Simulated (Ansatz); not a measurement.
The system is HPbNO4.

```
H Pb N O
1.0
     3.85707    0.00178   -0.03658
     0.17353    4.33436   -0.01647
     0.75803    0.83873    5.87662
H Pb N O
1 1 1 4
Direct
  0.61511 0.89559 0.19844
  0.64597 0.44651 0.91685
  0.71474 0.23810 0.50058
  0.16958 0.47007 0.77768
  0.62919 0.97045 0.49845
  0.56424 0.92583 0.03849
  0.78022 0.42250 0.31951
```

The cell was built by a generator and needn't be a form met in nature.

Base run:

```yaml
Program: Ansatz 0.2.0
Functional: PBE
Potentials_or_basis: JTH PAW
Cutoff: 1800 eV
Density_cutoff: 7200 eV
k_mesh: 7 × 6 × 5
Occupations: fermi-dirac, width 0.05 eV
Spin: no spin polarisation
```

Its results: band gap on the k mesh 0.36 eV, indirect (least direct gap 0.58 eV); pressure 0.2 GPa; largest force 0.075 eV/Å.

Question: The run is repeated on the same cell with these changes: potentials or basis from JTH PAW to SPMS NC; cutoff from 1800 eV to 1034 eV; density cutoff from 7200 eV to 4136 eV. What comes out?

Answer: Band gap on the k mesh 0.34 eV, indirect (least direct gap 0.56 eV); pressure -0.3 GPa; largest force 0.166 eV/Å.

Caveats: odd divisions of the mesh miss points on the zone boundary, where band edges often lie, so the gap on the mesh can be too wide; spin-orbit coupling is left out, which as a rule narrows the gap of such compounds by several tenths of an eV.

A k mesh can miss the band edges.

Not every run made on this cell is shown here.
